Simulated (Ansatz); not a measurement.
# CH5BOSi: one molecule under many settings

How do the results and run time of CH5BOSi respond when the settings are drawn wide?

The runs use Ansatz 0.2.0, Gaussian basis; the settings change from run to run.

**1. The relaxed structure**

An earlier PBE0-D4 in a triple-zeta def2 set relaxation fixed the geometry.

SMILES `B1CO[SiH2]1`, 9 atoms, charge 0, spin multiplicity 1.

Atoms are counted from 1 here; the program's logs count them from 0.

Bond lengths: B1–C2 1.572 Å, B1–Si4 2.009 Å, B1–H5 1.190 Å, C2–O3 1.451 Å, C2–H6 1.100 Å, C2–H7 1.100 Å, O3–Si4 1.682 Å, Si4–H8 1.491 Å, Si4–H9 1.491 Å. Angles: C2–B1–Si4 81.1°, C2–B1–H5 130.0°, Si4–B1–H5 148.9°, B1–C2–O3 102.7°, B1–C2–H6 113.6°, B1–C2–H7 113.6°, O3–C2–H6 110.5°, O3–C2–H7 110.5°, H6–C2–H7 106.1°, C2–O3–Si4 97.0°, B1–Si4–O3 79.1°, B1–Si4–H8 120.9°, B1–Si4–H9 120.9°, O3–Si4–H8 112.9°, O3–Si4–H9 112.9°, H8–Si4–H9 107.2°.

**2. wPBEh/STO-3G**

The input, in.yaml:

```yaml
crystal:
  periodic: [false, false, false]
  atoms:
    - {symbol: B, position_ang: [1.089124, 0.085221, -0.246238]}
    - {symbol: C, position_ang: [0.251974, -0.809138, 0.739588]}
    - {symbol: O, position_ang: [-1.107439, -0.359526, 0.503066]}
    - {symbol: Si, position_ang: [-0.742944, 0.794314, -0.664713]}
    - {symbol: H, position_ang: [2.261716, 0.113757, -0.444433]}
    - {symbol: H, position_ang: [0.341418, -1.887437, 0.539109]}
    - {symbol: H, position_ang: [0.524457, -0.672338, 1.796922]}
    - {symbol: H, position_ang: [-1.389841, 0.514756, -1.979008]}
    - {symbol: H, position_ang: [-1.139964, 2.174090, -0.261489]}
basis:
  gaussian: {orbitals: STO-3G}
hamiltonian: {xc: {name: wPBEh}}
output: {forces: true}
```

On the command line:

```console
$ ansatz run in.yaml --threads 2 --pin off --events-out ev --progress --plain --max-ram 4352MiB
```

Output (excerpt; [...] marks lines left out):

```text
Functional definition: wPBEh
  name "wPBEh"
  cite "Heyd, Scuseria & Ernzerhof, J. Chem. Phys. 118, 8207 (2003) doi:10.1063/1.1564060"
  cite "Krukau, Vydrov, Izmaylov & Scuseria, J. Chem. Phys. 125, 224106 (2006) doi:10.1063/1.2404663"
  cite "Heyd & Scuseria, J. Chem. Phys. 120, 7274 (2004) doi:10.1063/1.1668634"
  cite "Ernzerhof & Perdew, J. Chem. Phys. 109, 3313 (1998) doi:10.1063/1.476928"
  cite "Perdew, Burke & Ernzerhof, Phys. Rev. Lett. 77, 3865 (1996) doi:10.1103/PhysRevLett.77.3865"
  parent pbe
[...]
377 factors; integrals over basis functions are off by at most 5.7e-5 eV
66 factors; integrals over basis functions are off by at most 1.9e-7 eV
[...]
mean field -11570.34459317 eV, -425.2023211378 hartree, gradient 6.9e-5 eV, S^2 0.000000; 0 other end points of the search recorded, 0 dependent functions left out
[...]
reference -11570.34461324 eV, -425.2023218753 hartree; 19, 19 occupied and 10, 10 virtual orbitals, 377 factors
Total energy: -11570.34461324 eV, -425.2023218753 hartree
Atom 0 at     1.089124     0.085221    -0.246238 Å, force    -0.412223     0.610906    -0.530265 eV/Å
Atom 1 at     0.251974    -0.809138     0.739588 Å, force     0.571500    -0.183238     0.093796 eV/Å
Atom 2 at    -1.107439    -0.359526     0.503066 Å, force    -1.764720    -1.115203     1.334260 eV/Å
Atom 3 at    -0.742944     0.794314    -0.664713 Å, force     1.062771     1.836059    -1.928523 eV/Å
Atom 4 at     2.261716     0.113757    -0.444433 Å, force    -0.516599     0.069658     0.007907 eV/Å
Atom 5 at     0.341418    -1.887437     0.539109 Å, force     0.196709    -0.576878     0.004638 eV/Å
Atom 6 at     0.524457    -0.672338     1.796922 Å, force     0.274730    -0.058826     0.540941 eV/Å
Atom 7 at    -1.389841     0.514756    -1.979008 Å, force     0.368356     0.203128     0.750325 eV/Å
Atom 8 at    -1.139964     2.174090    -0.261489 Å, force     0.219476    -0.785607    -0.273079 eV/Å
Dipole moment:     0.221173     0.097954    -0.126817 e Å
```

Wall time 0.85 s (2 threads of Arm Neoverse V1, shared host).

Largest force 2.867 eV/Å, dipole 1.31 D.

**3. LC-wPBE/cc-pVDZ**

Set apart from the defaults: atoms shaken by 0.08 Å.

The input, in.yaml:

```yaml
crystal:
  periodic: [false, false, false]
  atoms:
    - {symbol: B, position_ang: [1.281023, 0.038284, -0.422860]}
    - {symbol: C, position_ang: [0.299603, -0.797679, 0.774387]}
    - {symbol: O, position_ang: [-1.208128, -0.351161, 0.498348]}
    - {symbol: Si, position_ang: [-0.787292, 0.731025, -0.679997]}
    - {symbol: H, position_ang: [2.242628, 0.111398, -0.390015]}
    - {symbol: H, position_ang: [0.424266, -2.007897, 0.551651]}
    - {symbol: H, position_ang: [0.502537, -0.593265, 1.861616]}
    - {symbol: H, position_ang: [-1.445997, 0.410204, -1.922718]}
    - {symbol: H, position_ang: [-1.181388, 2.188501, -0.311548]}
basis:
  gaussian: {orbitals: cc-pVDZ}
hamiltonian: {xc: {name: LC-wPBE}}
output: {forces: true}
```

Same command.

Output (excerpt; [...] marks lines left out):

```text
Functional definition: LC-wPBE
  name "LC-wPBE"
  cite "Vydrov & Scuseria, J. Chem. Phys. 125, 234109 (2006) doi:10.1063/1.2409292"
  cite "Heyd & Scuseria, J. Chem. Phys. 120, 7274 (2004) doi:10.1063/1.1668634"
  cite "Ernzerhof & Perdew, J. Chem. Phys. 109, 3313 (1998) doi:10.1063/1.476928"
  cite "Perdew, Burke & Ernzerhof, Phys. Rev. Lett. 77, 3865 (1996) doi:10.1103/PhysRevLett.77.3865"
  parent pbe
[...]
997 factors; their error is unknown
343 factors; integrals over basis functions are off by at most 2.0e-5 eV
[...]
mean field -11710.78385106 eV, -430.3633686720 hartree, gradient 5.5e-5 eV, S^2 0.000000; 0 other end points of the search recorded, 0 dependent functions left out
[...]
reference -11710.78385106 eV, -430.3633686722 hartree; 19, 19 occupied and 66, 66 virtual orbitals, 997 factors
Total energy: -11710.78385106 eV, -430.3633686722 hartree
Atom 0 at     1.281023     0.038284    -0.422860 Å, force   -15.007590    -0.641321     2.414643 eV/Å
Atom 1 at     0.299603    -0.797679     0.774387 Å, force    -0.265497    -1.565058    -1.646606 eV/Å
Atom 2 at    -1.208128    -0.351161     0.498348 Å, force     3.290298    -1.605104     1.268590 eV/Å
Atom 3 at    -0.787292     0.731025    -0.679997 Å, force     1.814039     1.451315    -0.551932 eV/Å
Atom 4 at     2.242628     0.111398    -0.390015 Å, force    10.869047     0.570725    -0.170827 eV/Å
Atom 5 at     0.424266    -2.007897     0.551651 Å, force    -0.619881     2.954452     0.710341 eV/Å
Atom 6 at     0.502537    -0.593265     1.861616 Å, force    -0.041767    -0.229334    -0.828375 eV/Å
Atom 7 at    -1.445997     0.410204    -1.922718 Å, force    -0.486398    -0.146835    -1.009291 eV/Å
Atom 8 at    -1.181388     2.188501    -0.311548 Å, force     0.447750    -0.788840    -0.186543 eV/Å
Dipole moment:     0.477068    -0.076792    -0.033600 e Å
```

Run time: 1.6 s. Hardware: 2 threads of Arm Neoverse V1, shared host.

Largest force 15.214 eV/Å, dipole 2.33 D.

**4. PBE-QIDH/cc-pVDZ**

This run has multiplicity 3, high accuracy.

The input, in.yaml:

```yaml
crystal:
  periodic: [false, false, false]
  atoms:
    - {symbol: B, position_ang: [1.089124, 0.085221, -0.246238]}
    - {symbol: C, position_ang: [0.251974, -0.809138, 0.739588]}
    - {symbol: O, position_ang: [-1.107439, -0.359526, 0.503066]}
    - {symbol: Si, position_ang: [-0.742944, 0.794314, -0.664713]}
    - {symbol: H, position_ang: [2.261716, 0.113757, -0.444433]}
    - {symbol: H, position_ang: [0.341418, -1.887437, 0.539109]}
    - {symbol: H, position_ang: [0.524457, -0.672338, 1.796922]}
    - {symbol: H, position_ang: [-1.389841, 0.514756, -1.979008]}
    - {symbol: H, position_ang: [-1.139964, 2.174090, -0.261489]}
basis:
  gaussian: {orbitals: cc-pVDZ}
magnetization: {spin_polarized: true, initial_magnetization: 2}
hamiltonian: {xc: {name: PBE-QIDH}}
accuracy: high
```

The command is unchanged.

Output (excerpt; [...] marks lines left out):

```text
Functional definition: PBE-QIDH
  name "PBE-QIDH"
  cite "Brémond, Sancho-García, Pérez-Jiménez & Adamo, J. Chem. Phys. 141, 031101 (2014) doi:10.1063/1.4890314"
  cite "Perdew, Burke & Ernzerhof, Phys. Rev. Lett. 77, 3865 (1996) doi:10.1103/PhysRevLett.77.3865"
[...]
2001 factors; integrals over basis functions are off by at most 3.7e-9 eV
[...]
mean field -11698.37461155 eV, -429.9073375313 hartree, gradient 9.3e-8 eV, S^2 2.008587; 0 other end points of the search recorded, 0 dependent functions left out
8 core orbitals not correlated: weight in the atoms' cores, before any rotation towards them, 1.000 or more for the frozen orbitals, at most 0.000 for the correlated occupied ones
reference -11698.37461262 eV, -429.9073375709 hartree; 12, 10 occupied and 65, 67 virtual orbitals, 2001 factors
second order -15.04490534 eV of doubles, -0.00000000 eV of singles
Total energy: -11703.38958107 eV, -430.0916342620 hartree
```

It took 9 s on 2 threads of Arm Neoverse V1, shared host; peak memory 0.39 GiB.

⟨S²⟩ 2.009.

**5. B97M-V/aug-pcseg-2**

This run has multiplicity 3.

in.yaml, as its differences from that of step 4:

```diff
@@ -13,5 +13,4 @@
 basis:
-  gaussian: {orbitals: cc-pVDZ}
+  gaussian: {orbitals: aug-pcseg-2}
 magnetization: {spin_polarized: true, initial_magnetization: 2}
-hamiltonian: {xc: {name: PBE-QIDH}}
-accuracy: high
+hamiltonian: {xc: {name: B97M-V}}
```

The command is unchanged.

Output (excerpt; [...] marks lines left out):

```text
Functional definition: B97M-V
  name "B97M-V"
  cite "Mardirossian & Head-Gordon, J. Chem. Phys. 142, 074111 (2015) doi:10.1063/1.4907719"
  cite "Becke, J. Chem. Phys. 107, 8554 (1997) doi:10.1063/1.475007"
  cite "Vydrov & Van Voorhis, J. Chem. Phys. 133, 244103 (2010) doi:10.1063/1.3521275"
  # Of w^i u^j: cxij and so on, Table III.
[...]
  gx(w, u) = cx00 + cx01*u + cx02*u^2 + (cx10 + cx11*u)*w
  gss(w, u) = css00 + css02*u^2 + css10*w + (css32*w^3 + css42*w^4)*u^2
  gos(w, u) = cos00 + cos01*u + cos03*u^3 + cos10*w + cos32*w^3*u^2
[...]
      + integral(e_c_pw_mod_opposite_spin*gos(b97_w_opposite, b97_u_opposite)) + vv10(b, c)
1234 factors; their error is unknown
[...]
mean field -11714.83906677 eV, -430.5123951006 hartree, gradient 4.5e-5 eV, S^2 2.006723; 2 other end points of the search recorded, 0 dependent functions left out
reference -11714.83917669 eV, -430.5123991402 hartree; 20, 18 occupied and 283, 285 virtual orbitals, 1234 factors
Total energy: -11714.83917669 eV, -430.5123991402 hartree
```

Wall time 45 s (2 threads of Arm Neoverse V1, shared host); peak memory 0.77 GiB.

⟨S²⟩ 2.007.

**6. B97/def2-TZVPP**

Options: finite nuclei.

in.yaml, as its differences from that of step 5:

```diff
@@ -13,4 +13,4 @@
 basis:
-  gaussian: {orbitals: aug-pcseg-2}
-magnetization: {spin_polarized: true, initial_magnetization: 2}
-hamiltonian: {xc: {name: B97M-V}}
+  gaussian: {orbitals: def2-TZVPP, nuclear_model: gaussian}
+hamiltonian: {xc: {name: B97}}
+output: {forces: true}
```

Launched as before.

Output (excerpt; [...] marks lines left out):

```text
Functional definition: B97
  name "B97"
  cite "Becke, J. Chem. Phys. 107, 8554 (1997) doi:10.1063/1.475007"
[...]
      + integral(e_c_pw_opposite_spin*poly(b97_u_opposite, cos0, cos1, cos2))
1086 factors; their error is unknown
[...]
mean field -11717.89738737 eV, -430.6247863096 hartree, gradient 2.0e-5 eV, S^2 0.000000; 0 other end points of the search recorded, 0 dependent functions left out
[...]
reference -11717.89741570 eV, -430.6247873509 hartree; 19, 19 occupied and 186, 186 virtual orbitals, 1086 factors
Total energy: -11717.89741570 eV, -430.6247873509 hartree
Atom 0 at     1.089124     0.085221    -0.246238 Å, force     0.214433     0.068800    -0.097704 eV/Å
Atom 1 at     0.251974    -0.809138     0.739588 Å, force     0.240921    -0.190566     0.148993 eV/Å
Atom 2 at    -1.107439    -0.359526     0.503066 Å, force    -0.327102    -0.019600     0.066540 eV/Å
Atom 3 at    -0.742944     0.794314    -0.664713 Å, force    -0.103669     0.194282    -0.172612 eV/Å
Atom 4 at     2.261716     0.113757    -0.444433 Å, force    -0.033867    -0.005390     0.010152 eV/Å
Atom 5 at     0.341418    -1.887437     0.539109 Å, force    -0.001577    -0.039801     0.010437 eV/Å
Atom 6 at     0.524457    -0.672338     1.796922 Å, force     0.002619    -0.011865     0.039380 eV/Å
Atom 7 at    -1.389841     0.514756    -1.979008 Å, force     0.005884     0.013810     0.009558 eV/Å
Atom 8 at    -1.139964     2.174090    -0.261489 Å, force     0.002356    -0.009671    -0.014743 eV/Å
Dipole moment:     0.314046    -0.014594    -0.031601 e Å
```

Run time: 8 s. Hardware: 2 threads of Arm Neoverse V1, shared host; peak memory 0.47 GiB.

Largest force 0.341 eV/Å, dipole 1.52 D.

**7. wB97/def2-SVPD**

Options: atoms shaken by 0.03 Å, a point charge of 0.50 e beside it.

The input, in.yaml:

```yaml
crystal:
  periodic: [false, false, false]
  atoms:
    - {symbol: B, position_ang: [1.053020, 0.026043, -0.233300]}
    - {symbol: C, position_ang: [0.224414, -0.755426, 0.768088]}
    - {symbol: O, position_ang: [-1.108592, -0.340528, 0.491952]}
    - {symbol: Si, position_ang: [-0.768463, 0.766560, -0.653197]}
    - {symbol: H, position_ang: [2.266476, 0.059901, -0.425202]}
    - {symbol: H, position_ang: [0.277400, -1.895054, 0.543488]}
    - {symbol: H, position_ang: [0.559041, -0.701246, 1.812207]}
    - {symbol: H, position_ang: [-1.399754, 0.514996, -1.962743]}
    - {symbol: H, position_ang: [-1.147438, 2.195314, -0.231889]}
basis:
  gaussian: {orbitals: def2-SVPD, point_charges: [{charge: 0.50, position_ang: [7.224, 0.337, -0.543]}]}
hamiltonian: {xc: {name: wB97}}
```

Launched as before.

Output (excerpt; [...] marks lines left out):

```text
Functional definition: wB97
  name "wB97"
  cite "Chai & Head-Gordon, J. Chem. Phys. 128, 084106 (2008) doi:10.1063/1.2834918"
  cite "Becke, J. Chem. Phys. 107, 8554 (1997) doi:10.1063/1.475007"
[...]
  # The coefficients of nought are those of the uniform gas.
[...]
      + integral(e_c_pw_opposite_spin*poly(b97_u_opposite, 1, cos1, cos2, cos3, cos4))
1061 factors; their error is unknown
576 factors; integrals over basis functions are off by at most 1.6e-5 eV
[...]
mean field -11711.91868202 eV, -430.4050729406 hartree, gradient 2.8e-5 eV, S^2 0.000000; 0 other end points of the search recorded, 0 dependent functions left out
reference -11711.91867049 eV, -430.4050725171 hartree; 19, 19 occupied and 108, 108 virtual orbitals, 1061 factors
Total energy: -11711.91867049 eV, -430.4050725171 hartree
```

Wall time 4.8 s (2 threads of Arm Neoverse V1, shared host); peak memory 0.25 GiB.

**8. rPW86-PBE/6-31G**

Set apart from the defaults: unrestricted orbitals, atoms shaken by 0.15 Å, D4 dispersion.

The input, in.yaml:

```yaml
crystal:
  periodic: [false, false, false]
  atoms:
    - {symbol: B, position_ang: [1.090254, 0.346254, -0.145112]}
    - {symbol: C, position_ang: [0.348919, -0.932224, 0.821298]}
    - {symbol: O, position_ang: [-1.068552, -0.540834, 0.583648]}
    - {symbol: Si, position_ang: [-0.592385, 0.715327, -0.664098]}
    - {symbol: H, position_ang: [2.397524, 0.249150, -0.429273]}
    - {symbol: H, position_ang: [0.521660, -1.942546, 0.471727]}
    - {symbol: H, position_ang: [0.637318, -0.526352, 1.784600]}
    - {symbol: H, position_ang: [-1.355951, 0.252914, -2.089794]}
    - {symbol: H, position_ang: [-1.170304, 2.167025, -0.418522]}
basis:
  gaussian: {orbitals: 6-31G}
magnetization: {spin_polarized: true, initial_magnetization: 0}
hamiltonian: {xc: {name: rPW86-PBE}, dispersion: d4}
```

Same command.

Output:

```text
Functional definition: rPW86-PBE
  name "rPW86-PBE"
  cite "Murray, Lee & Langreth, J. Chem. Theory Comput. 5, 2754 (2009) doi:10.1021/ct900365q"
  cite "Perdew, Burke & Ernzerhof, Phys. Rev. Lett. 77, 3865 (1996) doi:10.1103/PhysRevLett.77.3865"
  parent pbe
  exchange = rpw86_x
  correlation = pbe_c
628 factors; integrals over basis functions are off by at most 2.6e-4 eV
mean field evaluation 1: about -11723.7091 eV, gradient 3.8e1 eV
mean field evaluation 2: about -11613.9217 eV, gradient 1.3e2 eV
mean field evaluation 4: about -11729.3753 eV, gradient 1.3e1 eV
mean field evaluation 8: about -11730.1545 eV, gradient 2.9e-1 eV
mean field evaluation 16: about -11730.1553 eV, gradient 5.5e-5 eV
mean field -11730.15525289 eV, -431.0752545588 hartree, gradient 5.5e-5 eV, S^2 0.000000; 2 other end points of the search recorded, 0 dependent functions left out
reference -11730.15534405 eV, -431.0752579091 hartree; 19, 19 occupied and 31, 31 virtual orbitals, 628 factors
Total energy: -11730.34577109 eV, -431.0822559735 hartree
```

It took 3.3 s on 2 threads of Arm Neoverse V1, shared host.

⟨S²⟩ 0.000.

**9. revPBE/STO-3G**

Options: coordinates scaled by 1.12, D4 dispersion, high accuracy.

The input, in.yaml:

```yaml
crystal:
  periodic: [false, false, false]
  atoms:
    - {symbol: B, position_ang: [1.219819, 0.095448, -0.275786]}
    - {symbol: C, position_ang: [0.282211, -0.906234, 0.828338]}
    - {symbol: O, position_ang: [-1.240332, -0.402669, 0.563433]}
    - {symbol: Si, position_ang: [-0.832097, 0.889631, -0.744479]}
    - {symbol: H, position_ang: [2.533121, 0.127408, -0.497765]}
    - {symbol: H, position_ang: [0.382388, -2.113929, 0.603802]}
    - {symbol: H, position_ang: [0.587392, -0.753018, 2.012552]}
    - {symbol: H, position_ang: [-1.556622, 0.576526, -2.216489]}
    - {symbol: H, position_ang: [-1.276760, 2.434980, -0.292868]}
basis:
  gaussian: {orbitals: STO-3G}
hamiltonian: {xc: {name: revPBE}, dispersion: d4}
accuracy: high
```

Launched as before.

Output:

```text
Functional definition: revPBE
  name "revPBE"
  cite "Zhang & Yang, Phys. Rev. Lett. 80, 890 (1998) doi:10.1103/PhysRevLett.80.890"
  cite "Perdew, Burke & Ernzerhof, Phys. Rev. Lett. 77, 3865 (1996) doi:10.1103/PhysRevLett.77.3865"
  parameter kappa = 1.245
  parameter beta = 0.06672455060314922
  exchange = pbe_x(kappa = kappa, mu = beta*pi^2/3)
  correlation = pbe_c(beta = beta)
595 factors; integrals over basis functions are off by at most 3.1e-8 eV
mean field evaluation 1: about -11569.7360 eV, gradient 2.7e1 eV
mean field evaluation 2: about -11494.6388 eV, gradient 1.3e2 eV
mean field evaluation 4: about -11572.0672 eV, gradient 8.4e0 eV
mean field evaluation 8: about -11572.1406 eV, gradient 3.1e-1 eV
mean field evaluation 16: about -11572.1412 eV, gradient 1.5e-5 eV
mean field -11572.14121829 eV, -425.2683458931 hartree, gradient 2.5e-9 eV, S^2 0.000000; 1 other end points of the search recorded, 0 dependent functions left out
reference -11572.14122125 eV, -425.2683460019 hartree; 19, 19 occupied and 10, 10 virtual orbitals, 595 factors
Total energy: -11572.68542761 eV, -425.2883452167 hartree
```

It took 1.4 s on 2 threads of Arm Neoverse V1, shared host.

**10. B2GP-PLYP/def2-mTZVPP**

Options: charge -1, multiplicity 2, coordinates scaled by 1.12, the search for lower states set to off.

in.yaml, as its differences from that of step 9:

```diff
@@ -13,4 +13,6 @@
 basis:
-  gaussian: {orbitals: STO-3G}
-hamiltonian: {xc: {name: revPBE}, dispersion: d4}
-accuracy: high
+  gaussian: {orbitals: def2-mTZVPP}
+total_charge: -1
+magnetization: {spin_polarized: true, initial_magnetization: 1}
+hamiltonian: {xc: {name: B2GP-PLYP}}
+scf: {lower_state_search: off}
```

The command is unchanged.

Output (excerpt; [...] marks lines left out):

```text
Functional definition: B2GP-PLYP
  name "B2GP-PLYP"
  cite "Karton, Tarnopolsky, Lamère, Schatz & Martin, J. Phys. Chem. A 112, 12868 (2008) doi:10.1021/jp801805p"
  cite "Becke, Phys. Rev. A 38, 3098 (1988) doi:10.1103/PhysRevA.38.3098"
  cite "Lee, Yang & Parr, Phys. Rev. B 37, 785 (1988) doi:10.1103/PhysRevB.37.785"
[...]
1053 factors; integrals over basis functions are off by at most 1.4e-3 eV
[...]
mean field -11702.07183061 eV, -430.0432078256 hartree, gradient 7.4e-6 eV, S^2 0.762718; 0 other end points of the search recorded, 0 dependent functions left out
8 core orbitals not correlated: weight in the atoms' cores, before any rotation towards them, 1.000 or more for the frozen orbitals, at most 0.000 for the correlated occupied ones
reference -11702.07196545 eV, -430.0432127810 hartree; 12, 11 occupied and 94, 95 virtual orbitals, 1053 factors
second order -18.12577732 eV of doubles, -0.00000000 eV of singles
Total energy: -11708.59724529 eV, -430.2830123920 hartree
Checks for a lower state left out: stability, starts, cluster_reference, orbital_swaps, neighbouring_geometries, increment
```

Wall time 2.9 s (2 threads of Arm Neoverse V1, shared host).

⟨S²⟩ 0.763.

**11. All runs side by side**

| level | charge | multiplicity | geometry | functions | energy (eV) | time |
| --- | --- | --- | --- | --- | --- | --- |
| wPBEh/STO-3G | 0 | 1 | relaxed | 29 | -11570.345 | 0.85 s |
| LC-wPBE/cc-pVDZ | 0 | 1 | shaken | 85 | -11710.784 | 1.6 s |
| PBE-QIDH/cc-pVDZ | 0 | 3 | relaxed | 85 | -11703.390 | 9 s |
| B97M-V/aug-pcseg-2 | 0 | 3 | relaxed | 303 | -11714.839 | 45 s |
| B97/def2-TZVPP | 0 | 1 | relaxed | 205 | -11717.897 | 8 s |
| wB97/def2-SVPD | 0 | 1 | shaken, point charge | 127 | -11711.919 | 4.8 s |
| rPW86-PBE/6-31G | 0 | 1 | shaken | 50 | -11730.346 | 3.3 s |
| revPBE/STO-3G | 0 | 1 | scaled | 29 | -11572.685 | 1.4 s |
| B2GP-PLYP/def2-mTZVPP | -1 | 2 | scaled | 114 | -11708.597 | 2.9 s |

**12. What came out**

| quantity | value |
| --- | --- |
| runs | 9 |
| quickest | wPBEh/STO-3G, 0.85 s |
| slowest | B97M-V/aug-pcseg-2, 45 s |
| spread of total energies, same state and geometry | 147.6 eV |
| dipole, same state and geometry | 1.31 to 1.52 D |

What this shows: B97M-V/aug-pcseg-2 took 53 times as long as wPBEh/STO-3G. The jobs differ in tasks and options as well as level. Total energies at one charge and spin differ by 148 eV between levels, so only differences within one level mean anything. At the PBE0-D4/def2-TZVP geometry and in the same state, runs without warnings or point charges leave forces up to 2.87 eV/Å (wPBEh/STO-3G), against 15.2 eV/Å where the atoms were moved.
